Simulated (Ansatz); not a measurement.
Runs of Ansatz 0.2.0 on NaSb2Au. Symmetry: P-3m1, No. 164, trigonal system. The conventional cell has a = 4.357 Å, b = 4.357 Å, c = 6.818 Å, α = 90.00°, β = 90.00°, γ = 120.00°. Na (site symmetry -3m) is surrounded by 6 Sb at 3.31 Å and 2 Au at 3.41 Å. Sb (site symmetry 3m) has 3 Au at 2.81 Å as nearest neighbours. Around Au (site symmetry -3m) lie 6 Sb at 2.81 Å. The cell was built by a generator and needn't be a form met in nature.

| level | cutoff (eV) | gap on the mesh (eV) | pressure (GPa) | largest force (eV/Å) |
| --- | --- | --- | --- | --- |
| r2SCAN | 500 | none | -1.5 | 0.16 |
| revPBE | 420 | none | (a) | (b) |
| PBEsol | 420 | none | -2.4 | 0.30 |
| BLYP | 420 | none | 3.4 | 0.45 |
| RPBE | 420 | none | 1.6 | 0.07 |

Alike in all rows: task band structure; potentials or basis Ansatz PAW; no spin polarisation; cell as given; k mesh 5 × 5 × 3; smearing fermi-dirac 0.05 eV.

Estimate the missing entries.

(a) 1.2; (b) 0.03.

Caveats: spin-orbit coupling is left out, which moves the levels of the heavy elements; the PAW data sets come from PBE, with cores solved anew for the run's functional, which leaves a small shift of forces and pressure.

A k mesh can miss the band edges, and the runs leave out spin-orbit coupling on Au, Sb.

A gap of «none» marks a metal or a gap under the smearing width.

Runs at the PBE level aren't shown here.
